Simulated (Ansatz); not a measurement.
# C₃H₅FGe: a ladder of functionals and wavefunction methods

An exercise on one series of results from a longer session: the logs are not shown, and one member is left open.

Program: Ansatz 0.2.0, Gaussian basis. Level of theory: functionals in def2-TZVPP, the program's frozen cores in correlated methods. These are calculated values, not measurements.

Levels to be run: PBE-D4, r2SCAN-D4, PBE0-D4, B3LYP-D4, ωB97X-V, ωB97M-V, B2PLYP; CCSD(T)/def2-TZVPP; MP2/def2-QZVPP; extrapolation to the limit.

**The geometry**

The geometry comes from an earlier relaxation with PBE0-D4 in a triple-zeta def2 set; it is a stationary point, not always the lowest conformer.

SMILES `FC1=C[CH]1[GeH3]`, 10 atoms, charge 0, spin multiplicity 1.

Atoms are counted from 1 here; the program's logs count them from 0.

Bond lengths: F1–C2 1.305 Å, C2–C3 1.278 Å, C2–C4 1.464 Å, C3–C4 1.562 Å, C3–H6 1.074 Å, C4–Ge5 1.962 Å, C4–H7 1.094 Å, Ge5–H8 1.539 Å, Ge5–H9 1.540 Å, Ge5–H10 1.540 Å. Angles: F1–C2–C3 148.7°, F1–C2–C4 142.3°, C3–C2–C4 69.1°, C2–C3–C4 61.1°, C2–C3–H6 155.1°, C4–C3–H6 143.7°, C2–C4–C3 49.8°, C2–C4–Ge5 122.6°, C2–C4–H7 117.7°, C3–C4–Ge5 120.9°, C3–C4–H7 116.8°, Ge5–C4–H7 114.1°, C4–Ge5–H8 108.5°, C4–Ge5–H9 111.2°, C4–Ge5–H10 110.2°, H8–Ge5–H9 109.5°, H8–Ge5–H10 109.2°, H9–Ge5–H10 108.2°.

As a file:

```xyz
10
C3H5FGe
F    -1.4579   -1.6075    1.5585
C    -0.6178   -1.3137    0.6043
C     0.4628   -1.5861   -0.0204
C    -0.3670   -0.3378   -0.4582
Ge    0.2769    1.4790   -0.0946
H     1.3592   -2.1429   -0.2195
H    -0.9479   -0.4296   -1.3813
H     1.0293    1.4705    1.2480
H    -0.8905    2.4811   -0.0236
H     1.2359    1.9359   -1.2102
```

Set-up of the first run:

Contents of in.yaml:

```yaml
crystal:
  periodic: [false, false, false]
  atoms:
    - {symbol: F, position_ang: [-1.457878, -1.607503, 1.558495]}
    - {symbol: C, position_ang: [-0.617760, -1.313688, 0.604304]}
    - {symbol: C, position_ang: [0.462793, -1.586109, -0.020403]}
    - {symbol: C, position_ang: [-0.367012, -0.337802, -0.458243]}
    - {symbol: Ge, position_ang: [0.276905, 1.479015, -0.094584]}
    - {symbol: H, position_ang: [1.359192, -2.142928, -0.219486]}
    - {symbol: H, position_ang: [-0.947851, -0.429646, -1.381335]}
    - {symbol: H, position_ang: [1.029316, 1.470544, 1.248038]}
    - {symbol: H, position_ang: [-0.890456, 2.481137, -0.023597]}
    - {symbol: H, position_ang: [1.235851, 1.935879, -1.210189]}
basis:
  gaussian: {orbitals: def2-TZVPP}
hamiltonian: {xc: pbe, dispersion: d4}
output: {forces: true, orbitals: {seedname: orbitals}}
```

The run is started by

```sh
$ ansatz run in.yaml --threads 4 --pin off --events-out ev --progress --plain --max-ram 10444MiB
```

Among the steps run: PBE-D4 (GGA); r2SCAN-D4 (meta-GGA); PBE0-D4 (hybrid); B3LYP-D4 (hybrid); ωB97X-V (range-separated); ωB97M-V (range-separated); B2PLYP (double hybrid); CCSD(T) in def2-TZVPP; MP2 in def2-QZVPP.

One of the session's tables, all rows but one given; the rest of the session is left out.

| method | atomisation energy (kJ/mol) |
| --- | --- |
| PBE-D4 | 3731.6 |
| r2SCAN-D4 | 3636.9 |
| PBE0-D4 | ? |
| B3LYP-D4 | 3600.7 |
| ωB97X-V | 3630.1 |
| ωB97M-V | 3613.9 |
| B2PLYP | 3571.4 |
| HF/def2-TZVPP | 2535.3 |
| MP2/def2-TZVPP | 3604.5 |
| CCSD/def2-TZVPP | 3457.8 |
| CCSD(T)/def2-TZVPP | 3527.3 |
| MP2/CBS | 3688.8 |
| CCSD(T)/CBS | 3611.5 |

**Question.** Estimate the row for PBE0-D4.

As computed: atomisation energy (kJ/mol): 3645.7. In the column «atomisation energy (kJ/mol)» it lies between r2SCAN-D4 (3636.9) and MP2/CBS (3688.8).

To keep in mind: Free atoms (1 F, 3 C, 1 Ge, 5 H) were run apart at each level; the atomisation energy is their sum less the molecule, without zero-point or spin-orbit terms.
